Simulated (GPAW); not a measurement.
# YbH3 (Fm-3m) in GPAW: convergence with plane-wave cutoff (eV)

Aim: find how far plane-wave cutoff (eV) must go before the results for YbH3 settle, at LDA. This setting moves, with any that are tied to it; all else stays.

Everything below comes from runs of GPAW 26.7.0. Logs are shortened: lines on timing, memory, paths and dates and some standing lists are left out, and cuts for length are marked. The log counts tension as positive stress, the text compression.

## 1. The crystal as given

It takes space group Fm-3m (No. 225, cubic). Conventional cell: a = 5.210 Å, b = 5.210 Å, c = 5.210 Å, α = 90.00°, β = 90.00°, γ = 90.00°. Around Yb (site symmetry m-3m) lie 8 H at 2.26 Å. H (site symmetry m-3m) has 8 H at 2.26 Å as nearest neighbours. Around H (site symmetry -43m) lie 4 Yb at 2.26 Å and 4 H at 2.26 Å.

The cell comes from a database or a generator and needn't be the stable form of this composition.

## 2. With plane-wave cutoff (eV) 300

File run.py:

```python
from ase.dft.bandgap import bandgap
from ase.io import read, write
from ase.units import GPa
from gpaw import GPAW, PW

atoms = read('POSCAR')
atoms.set_initial_magnetic_moments([1.0, 0.0, 0.0, 0.0])

calc = GPAW(mode=PW(300),
            xc='LDA',
            kpts={'size': (7, 7, 7), 'gamma': True},
            occupations={'name': 'fermi-dirac', 'width': 0.05},
            nbands=29,
            convergence={'density': 1e-05, 'energy': 1e-05},
            maxiter=100,
            txt='gpaw.txt')
atoms.calc = calc
energy = atoms.get_potential_energy()
forces = atoms.get_forces()
stress = atoms.get_stress()
calc.write('gs.gpw')
write('result.traj', atoms)
print(f'Energy: {energy:.6f} eV')
print('Forces (eV/A):')
print(forces.round(4))
print('Stress (GPa):', (stress / GPa).round(3))
print('Moments:', calc.get_magnetic_moments().round(3))
print('Fermi level:', round(calc.get_fermi_level(), 4), 'eV')
print(f'Gap: {bandgap(calc)[0]:.4f} eV, direct: {bandgap(calc, direct=True)[0]:.4f} eV')
```

File POSCAR:

```
YbH3
1.0
    0.0000000000      2.6049710000      2.6049710000
    2.6049710000      0.0000000000      2.6049710000
    2.6049710000      2.6049710000      0.0000000000
Yb H
1 3
Direct
    0.0000000000      0.0000000000      0.0000000000
    0.5000000000      0.5000000000      0.5000000000
    0.2500000000      0.2500000000      0.2500000000
    0.7500000000      0.7500000000      0.7500000000
```

Potentials or basis: the program's PAW data sets (release 1.2.1) made for this functional, pw.

Launch:

```bash
$ OMP_NUM_THREADS=1 python run.py
```

gpaw.txt:

```text
__  _  _
 | _ |_)|_||  |
 |__||  | ||/\| - 26.7.0

Input parameters:
  mode=PW(ecut=300.0),
  convergence={'density': 1e-05, 'energy': 1e-05},
  kpts=MonkhorstPack(size=(7, 7, 7), gamma=True),
  maxiter=100,
  nbands=29,
  occupations=Occupations(name='fermi-dirac', width=0.05),
  xc=XC(name='LDA')

Diagonalizing LCAO Hamiltonian
Converting LCAO to pw mode

                   H

               H

           H

       Yb

Atoms  # Å, Bohr magnetons
|   | symbol |        x |        y |        z |    initial magnetic moments |
|---|--------|----------|----------|----------|-----------------------------|
| 0 |     Yb | 0.000000 | 0.000000 | 0.000000 | ( 0.0000,  0.0000,  1.0000) |
| 1 |      H | 2.604971 | 2.604971 | 2.604971 | ( 0.0000,  0.0000,  0.0000) |
| 2 |      H | 1.302485 | 1.302485 | 1.302485 | ( 0.0000,  0.0000,  0.0000) |
| 3 |      H | 3.907456 | 3.907456 | 3.907456 | ( 0.0000,  0.0000,  0.0000) |

Unit cell  # Å
| periodic |        x |        y |        z |  lengths |    angles |
|----------|----------|----------|----------|----------|-----------|
|      yes | 0.000000 | 2.604971 | 2.604971 | 3.683985 | 60.000000 |
|      yes | 2.604971 | 0.000000 | 2.604971 | 3.683985 | 60.000000 |
|      yes | 2.604971 | 2.604971 | 0.000000 | 3.683985 | 60.000000 |

Number of symmetries: 48
Symmetry operations  # r_c * U_cc + t_c -> r_c
|    | kind |            matrix            |
|----|------|------------------------------|
|  0 |  σ   |  1, 0, 0,  1, 0,-1,  1,-1, 0 |
|  1 |  C2  |  1, 0, 0,  1,-1, 0,  1, 0,-1 |
|  2 |  E   |  1, 0, 0,  0, 1, 0,  0, 0, 1 |
|  3 |  σ   |  1, 0, 0,  0, 0, 1,  0, 1, 0 |
|  4 |  C4  |  1, 0,-1,  1, 0, 0,  1,-1, 0 |
|  5 |  S6  |  1, 0,-1,  1,-1, 0,  1, 0, 0 |
|  6 |  σ   |  1, 0,-1,  0, 1,-1,  0, 0,-1 |
[... 178 lines left out ...]
|iter:   3| |  -16.878553 | -0.73 | -0.93 |  +0.4104|
|iter:   4| |  -13.586544 | -1.23 | -0.78 |  +0.4690|
|iter:   5| |  -13.547294 | -2.87 | -1.49 |  +0.2227|
|iter:   6| |  -13.551989 | -3.84 | -2.05 |  +0.0887|
|iter:   7| |  -13.550683 | -5.15 | -2.29 |  +0.0748|
|iter:   8| |  -13.549151 | -4.67 | -2.37 |  +0.0181|
|iter:   9| |  -13.549050 | -5.59 | -3.01 |  -0.0081|
|iter:  10| |  -13.549111c| -6.78 | -3.09 |  -0.0111|
|iter:  11| |  -13.549197c| -6.47 | -3.28 |  -0.0020|
|iter:  12| |  -13.549209c| -8.11c| -4.16 |  -0.0001|
|iter:  13| |  -13.549209c| -8.56c| -4.87 |  +0.0002|
|iter:  14| |  -13.549207c| -8.09c| -4.90 |  +0.0000|
|iter:  15| |  -13.549207c| -9.80c| -5.94c|  +0.0000|

Converged in 15 steps
Energy contributions relative to reference atoms: (reference = -382386.817073)

Energy contributions:
  Kinetic:         -45.890636
  Coulomb:          39.716829
  Zero:              0.674168
  External:          0.000000
  Xc:               -8.041954
  Entropy:          -0.015228
  Spinorbit:         0.000000
  ----------------------------
  Free energy:     -13.556821
  Extrapolated:    -13.549207

dipole moment: (-24.156429, -24.156429, -24.156429)  # |e|*Ang

Total magnetic moment: (0.000000, 0.000000, 0.000003)

Local magnetic moments
|        x |        y |         z |
|----------|----------|-----------|
| 0.000000 | 0.000000 |  0.000001 |  # Yb   0
| 0.000000 | 0.000000 | -0.000001 |  # H    1
| 0.000000 | 0.000000 |  0.000000 |  # H    2
| 0.000000 | 0.000000 |  0.000000 |  # H    3

Fermi level: 6.205
Eigenvalues  # (at kpt = [0.000, 0.000, 0.000])
| band index |      eig [eV] | occ [0-1] |      eig [eV] | occ [0-1] |
|------------|---------------|-----------|---------------|-----------|
|          0 |       -44.774 |     1.000 |       -44.774 |     1.000 |
|        ... |               |           |               |           |
|          4 |        -2.325 |     1.000 |        -2.325 |     1.000 |
|          5 |         4.860 |     1.000 |         4.860 |     1.000 |
|          6 |         5.738 |     1.000 |         5.738 |     1.000 |
|          7 |         5.738 |     1.000 |         5.738 |     1.000 |
|          8 |         5.738 |     1.000 |         5.738 |     1.000 |
|          9 |         5.929 |     0.996 |         5.929 |     0.996 |
[... 8 lines left out ...]
|         18 |        11.920 |     0.000 |        11.920 |     0.000 |
|         19 |        17.620 |     0.000 |        17.620 |     0.000 |
|        ... |               |           |               |           |
|         28 |        27.903 |     0.000 |        27.903 |     0.000 |

No gap
No difference between direct/indirect transitions

Forces  # eV/Ang
|        x |       y |       z |
|----------|---------|---------|
| -0.00000 | 0.00000 | 0.00000 |  # Yb   0
| -0.00000 | 0.00000 | 0.00000 |  # H    1
|  0.00000 | 0.00000 | 0.00000 |  # H    2
|  0.00000 | 0.00000 | 0.00000 |  # H    3

Stress tensor  # eV/Ang^3
|        x |         y |         z |
|----------|-----------|-----------|
| 0.084241 |  0.000000 |  0.000000 |
| 0.000000 |  0.084241 | -0.000000 |
| 0.000000 | -0.000000 |  0.084241 |

# Writing to gs.gpw (mode='')
```

It took 21 s on 1 thread of Arm Neoverse V1, shared host; peak memory 0.15 GiB.

What came out:

* Free energy: -13.5568 eV
* Pressure: -13.5 GPa
* Band gap on the k mesh: none (metal or under the smearing width)
* Net moment: 0.00 μB per cell

## 3. With plane-wave cutoff (eV) 350

run.py, as its differences from that of step 2:

```diff
@@ -8,3 +8,3 @@
 
-calc = GPAW(mode=PW(300),
+calc = GPAW(mode=PW(350),
             xc='LDA',
```

POSCAR is that of step 2.

Potentials or basis: the program's PAW data sets (release 1.2.1) made for this functional, pw.

Launch:

```bash
$ OMP_NUM_THREADS=1 python run.py
```

It took 22 s on 1 thread of Arm Neoverse V1, shared host; peak memory 0.16 GiB.

Results:

* Free energy: -13.7004 eV
* Pressure: -13.9 GPa
* Band gap on the k mesh: none (metal or under the smearing width)
* Net moment: 0.00 μB per cell

## 4. With plane-wave cutoff (eV) 400

run.py, as its differences from that of step 3:

```diff
@@ -8,3 +8,3 @@
 
-calc = GPAW(mode=PW(350),
+calc = GPAW(mode=PW(400),
             xc='LDA',
```

POSCAR is that of step 3.

Launch:

```bash
$ OMP_NUM_THREADS=1 python run.py
```

Wall time 35 s (1 thread of Arm Neoverse V1, shared host); peak memory 0.16 GiB.

What came out:

```
Free energy            : -13.8537 eV
Pressure               : -14.0 GPa
Band gap on the k mesh : none (metal or under the smearing width)
Net moment             : 0.00 μB per cell
```

## 5. With plane-wave cutoff (eV) 500

run.py, as its differences from that of step 4:

```diff
@@ -8,3 +8,3 @@
 
-calc = GPAW(mode=PW(400),
+calc = GPAW(mode=PW(500),
             xc='LDA',
```

POSCAR is that of step 4.

Launch:

```bash
$ OMP_NUM_THREADS=1 python run.py
```

It took 33 s on 1 thread of Arm Neoverse V1, shared host; peak memory 0.18 GiB.

What came out:

```yaml
Free_energy: -14.0254 eV
Pressure: -11.5 GPa
Band_gap_on_the_k_mesh: none (metal or under the smearing width)
Net_moment: 0.00 μB per cell
```

## 6. With plane-wave cutoff (eV) 600

run.py, as its differences from that of step 5:

```diff
@@ -8,3 +8,3 @@
 
-calc = GPAW(mode=PW(500),
+calc = GPAW(mode=PW(600),
             xc='LDA',
```

POSCAR is that of step 5.

Potentials or basis: the program's PAW data sets (release 1.2.1) made for this functional, pw.

Launch:

```bash
$ OMP_NUM_THREADS=1 python run.py
```

Wall time 52 s (1 thread of Arm Neoverse V1, shared host); peak memory 0.19 GiB.

Results (log left out):

```
Free energy            : -14.0518 eV
Pressure               : -10.9 GPa
Band gap on the k mesh : none (metal or under the smearing width)
Net moment             : 0.00 μB per cell
```

## 7. With plane-wave cutoff (eV) 700

run.py, as its differences from that of step 6:

```diff
@@ -8,3 +8,3 @@
 
-calc = GPAW(mode=PW(600),
+calc = GPAW(mode=PW(700),
             xc='LDA',
```

POSCAR is that of step 6.

Launch:

```bash
$ OMP_NUM_THREADS=1 python run.py
```

It took 64 s on 1 thread of Arm Neoverse V1, shared host; peak memory 0.21 GiB.

It converged, with:

| Quantity | Value |
| --- | --- |
| Free energy | -14.0730 eV |
| Pressure | -11.0 GPa |
| Band gap on the k mesh | none (metal or under the smearing width) |
| Net moment | 0.00 μB per cell |

## 8. With plane-wave cutoff (eV) 800

run.py, as its differences from that of step 7:

```diff
@@ -8,3 +8,3 @@
 
-calc = GPAW(mode=PW(700),
+calc = GPAW(mode=PW(800),
             xc='LDA',
```

POSCAR is that of step 7.

Launch:

```bash
$ OMP_NUM_THREADS=1 python run.py
```

Run time: 63 s. Hardware: 1 thread of Arm Neoverse V1, shared host; peak memory 0.22 GiB.

It converged, with:

```yaml
Free_energy: -14.0849 eV
Pressure: -10.7 GPa
Band_gap_on_the_k_mesh: none (metal or under the smearing width)
Net_moment: 0.00 μB per cell
```

## 9. With plane-wave cutoff (eV) 1000

run.py, as its differences from that of step 8:

```diff
@@ -8,3 +8,3 @@
 
-calc = GPAW(mode=PW(800),
+calc = GPAW(mode=PW(1000),
             xc='LDA',
```

POSCAR is that of step 8.

Potentials or basis: the program's PAW data sets (release 1.2.1) made for this functional, pw.

Launch:

```bash
$ OMP_NUM_THREADS=1 python run.py
```

It took 96 s on 1 thread of Arm Neoverse V1, shared host; peak memory 0.25 GiB.

It converged, with:

```yaml
Free_energy: -14.0890 eV
Pressure: -10.7 GPa
Band_gap_on_the_k_mesh: none (metal or under the smearing width)
Net_moment: 0.00 μB per cell
```

## 10. With plane-wave cutoff (eV) 1200

run.py, as its differences from that of step 9:

```diff
@@ -8,3 +8,3 @@
 
-calc = GPAW(mode=PW(1000),
+calc = GPAW(mode=PW(1200),
             xc='LDA',
```

POSCAR is that of step 9.

Launch:

```bash
$ OMP_NUM_THREADS=1 python run.py
```

Wall time 2.1 min (1 thread of Arm Neoverse V1, shared host); peak memory 0.29 GiB.

The run converged. Its results:

```
Free energy            : -14.0923 eV
Pressure               : -10.6 GPa
Band gap on the k mesh : none (metal or under the smearing width)
Net moment             : 0.00 μB per cell
```

## 11. The series at a glance

```
plane-wave cutoff (eV)  energy less the tightest run, at zero smearing (meV/atom)  pressure (GPa)  SCF cycles  CPU time (s)  peak memory (GiB)
                   300                                                     133.96          -13.50          15            21               0.15
                   350                                                      98.05          -13.90          15            22               0.16
                   400                                                      59.68          -14.01          15            35               0.16
                   500                                                      16.75          -11.53          15            33               0.18
                   600                                                      10.13          -10.90          15            52               0.19
                   700                                                       4.83          -11.00          15            64               0.21
                   800                                                       1.87          -10.67          15            63               0.22
                  1000                                                       0.83          -10.67          15            96               0.25
                  1200                                                       0.00          -10.57          15           130               0.29
```

Against the tightest run, the energy stays within 1 meV/atom from 1000 on; the pressure stays within 0.1 GPa from 1000 on. The tightest run that finished is the yardstick and may itself not be fully converged.

Caveats: one-centre terms of the f shell are cut off; spin-orbit coupling is left out, which moves the levels of the heavy elements; without U or exact exchange the open f shell lies at the Fermi level, which spoils levels, moments and volumes.
